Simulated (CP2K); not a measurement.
# CHBClFO (SMILES FC1OB1Cl), run twice

Wanted: energy and forces of CHBClFO, PM3.

The calculation is run with CP2K 2026.2.

**1. The molecule**

CHBClFO: 6 atoms, total charge 0, spin state singlet. As SMILES, `FC1OB1Cl`. Geometry: relaxed at PBE0-D4/def2-TZVP.

Bond lengths: F1–C2 1.347 Å, C2–O3 1.470 Å, C2–B4 1.505 Å, O3–B4 1.335 Å, B4–Cl5 1.709 Å, C2–H6 1.086 Å. Angles: F1–C2–O3 112.6°, F1–C2–B4 121.0°, O3–C2–B4 53.3°, C2–O3–B4 64.7°, C2–B4–O3 62.0°, C2–B4–Cl5 159.7°, O3–B4–Cl5 138.2°, F1–C2–H6 110.4°, O3–C2–H6 112.8°, B4–C2–H6 128.2°.

**2. First attempt**

File mol.inp:

```
&global
  project_name mol
  run_type ENERGY_FORCE
  print_level MEDIUM
&end
&force_eval
  method QS
  &dft
    # Quickstep
    &qs
      method DFT
      eps_default 1.0E-10
      &se
        &coulomb
          cutoff [angstrom] 50
          rc_range [angstrom] 0
        &end
        &exchange
          cutoff [angstrom] 50
          rc_range [angstrom] 0
        &end
      &end
    &end
    &poisson
      periodic NONE
      poisson_solver ANALYTIC
    &end
    # SCF settings
    &scf
      scf_guess ATOMIC
      eps_scf 1.0E-06
      max_scf 100
      added_mos 8
      &diagonalization
        algorithm STANDARD
      &end
      &mixing
        method DIRECT_P_MIXING
        alpha 0.4
      &end
    &end
    # extra output
    &print
      &moments
        periodic F
        reference COM
        max_moment 1
      &end
      &mo ON
        energies T
        occupation_numbers T
        ndigits 6
        &each
          qs_scf 0
        &end
        add_last NUMERIC
      &end
      &hirshfeld OFF
      &end
    &end
  &end
  &subsys
    &cell
      abc 11.9 13 13.6
      periodic NONE
    &end
    &coord
      F     -0.276000    -1.630800     0.652800
      C     -0.007100    -0.311100     0.617700
      O      1.091300     0.017600    -0.302500
      B     -0.111800     0.466800    -0.666600
      Cl    -0.812000     1.324200    -1.969000
      H      0.157700     0.069100     1.621300
    &end
    &topology
      &center_coordinates
      &end
    &end
  &end
  # extra output
  &print
    &forces ON
    &end
  &end
&end
```

Started as:

```console
$ OMP_NUM_THREADS=1 cp2k.psmp mol.inp > mol.out
```

The program printed:

```text
*******************************************************************************
 *   ___                                                                       *
 *  /   \                                                                      *
 * [ABORT]                                                                     *
 *  \___/                    invalid value for enumeration:DFT                 *
 *    |                                                                        *
 *  O/|                                                                        *
 * /| |                                                                        *
 * / \                                     input/input_enumeration_types.F:215 *
 *******************************************************************************

 ===== Routine Calling Stack =====

            6 val_create_parsing
            5 section_vals_parse
            4 section_vals_parse
            3 section_vals_parse
            2 section_vals_parse
            1 read_input
```

It took 1.1 s on 1 thread of AMD EPYC 7R43 (Zen 3), shared host; peak memory 0.16 GiB.

**3. Reading the log**

The program refused the input.

The log says `\___/                    invalid value for enumeration:DFT`. The fault: the keyword for the method is given a word that it doesn't take.

**4. Try two**

File qs.inp:

```
&GLOBAL
    PROJECT qs
    RUN_TYPE ENERGY_FORCE
    PRINT_LEVEL MEDIUM
&END GLOBAL

&FORCE_EVAL
    METHOD Quickstep
    &DFT
        # Quickstep
        &QS
            METHOD PM3
            EPS_DEFAULT 1.0E-10
            &SE
                &COULOMB
                    CUTOFF [angstrom] 50
                    RC_RANGE [angstrom] 0
                &END COULOMB
                &EXCHANGE
                    CUTOFF [angstrom] 50
                    RC_RANGE [angstrom] 0
                &END EXCHANGE
            &END SE
        &END QS
        &POISSON
            PERIODIC NONE
            POISSON_SOLVER ANALYTIC
        &END POISSON
        &SCF
            SCF_GUESS ATOMIC
            EPS_SCF 1.0E-06
            MAX_SCF 100
            ADDED_MOS 8
            &DIAGONALIZATION
                ALGORITHM STANDARD
            &END DIAGONALIZATION
            &MIXING
                METHOD DIRECT_P_MIXING
                ALPHA 0.4
            &END MIXING
        &END SCF
        # extra output
        &PRINT
            &MOMENTS
                PERIODIC F
                REFERENCE COM
                MAX_MOMENT 1
            &END MOMENTS
            &MO ON
                ENERGIES T
                OCCUPATION_NUMBERS T
                NDIGITS 6
                &EACH
                    QS_SCF 0
                &END EACH
                ADD_LAST NUMERIC
            &END MO
            &HIRSHFELD OFF
            &END HIRSHFELD
        &END PRINT
    &END DFT
    # atoms, cell and kinds
    &SUBSYS
        # vacuum box
        &CELL
            ABC 11.9 13 13.6
            PERIODIC NONE
        &END CELL
        &COORD
            F     -0.276000    -1.630800     0.652800
            C     -0.007100    -0.311100     0.617700
            O      1.091300     0.017600    -0.302500
            B     -0.111800     0.466800    -0.666600
            Cl    -0.812000     1.324200    -1.969000
            H      0.157700     0.069100     1.621300
        &END COORD
        &TOPOLOGY
            &CENTER_COORDINATES
            &END CENTER_COORDINATES
        &END TOPOLOGY
    &END SUBSYS
    # extra output
    &PRINT
        &FORCES ON
        &END FORCES
    &END PRINT
&END FORCE_EVAL
```

Started as:

```console
$ OMP_NUM_THREADS=1 cp2k.psmp -i qs.inp -o qs.out
```

The program printed:

```text
CP2K| version string:                                       CP2K version 2026.2
[...]
 GLOBAL| Method name                                                        CP2K
[...]
 GLOBAL| Run type                                                   ENERGY_FORCE
[...]
 *** WARNING in qs_environment.F:2210 :: More added MOs requested than     ***
 *** available. The full set of unoccupied MOs will be used. Use           ***
 *** 'ADDED_MOS -1' to always use all available MOs and to get rid of this ***
[...]
                             - Atoms:                                          6
[...]
                             - Spherical basis functions:                     21
[...]
 Number of electrons:                                                         28
[...]
     1 P_Mix/Diag. 0.40E+00    0.0     0.71117733       -40.8703284220 -4.09E+01
[...]
    19 DIIS/Diag.  0.41E-06    0.0     0.00000083       -45.7175363758 -1.39E-11
  *** SCF run converged in    19 steps ***
  Core-core repulsion energy [eV]:                           1788.23283418602091
  Core Hamiltonian energy [eV]:                             -2027.08399290775992
  Two-electron integral energy [eV]:                        -2010.37254515091422
  Electronic energy [eV]:                                   -3032.27026548321692
  Total energy [eV]:                                        -1244.03743129719624
  Atomic reference energy [eV]:                              1238.68074617171260
  Heat of formation [kcal/mol]:                              -123.52810334374375
[...]
 SE_DIPOLE| Moment [Debye]          0.03208285      -0.43931304      -1.80943520
 SE_DIPOLE| Derivative [a.u.]       0.00000000       0.00000000       0.00000000
 ENERGY| Total FORCE_EVAL ( QS ) energy [hartree]            -45.717536375773520
 FORCES| Atomic forces [hartree/bohr]
 FORCES|   Atom     x               y               z               |f|
 FORCES|      1  4.18893760E-03  1.10193690E-02 -5.00007163E-03   1.28052492E-02
 FORCES|      2  2.55607044E-02 -1.53414630E-02  1.99569170E-04   2.98119091E-02
 FORCES|      3 -5.49893511E-03 -1.80712757E-02  1.98325158E-02   2.73886468E-02
 FORCES|      4 -3.20146941E-02  3.09621570E-02 -4.45930092E-02   6.30248544E-02
 FORCES|      5  1.16553907E-02 -1.32077015E-02  2.10371697E-02   2.74381854E-02
 FORCES|      6 -3.89140355E-03  4.63891423E-03  8.52382625E-03   1.04555325E-02
 FORCES| Sum    -2.70616862E-16  7.21644966E-16 -4.16333634E-16
 FORCES| Total atomic force                                       8.75978674E-16
[...]
```

Wall time 1.2 s (1 thread of AMD EPYC 7R43 (Zen 3), shared host); peak memory 0.18 GiB.

**5. Outcome**

Level: PM3.

| quantity | value |
| --- | --- |
| total energy | -45.71754 Eh |
| dipole moment | 1.86 D |
| HOMO energy | -11.02 eV |
| LUMO energy | -1.01 eV |
| HOMO–LUMO gap | 10.01 eV |
| heat of formation at this unrelaxed shape | -123.5 kcal/mol |
| largest force on an atom | 3.241 eV/Å |

What this shows: Mulliken charges run from -0.26 on O3 to +0.46 on B4. The largest force is 3.24 eV/Å: the shape isn't a stationary point for this species at this level.
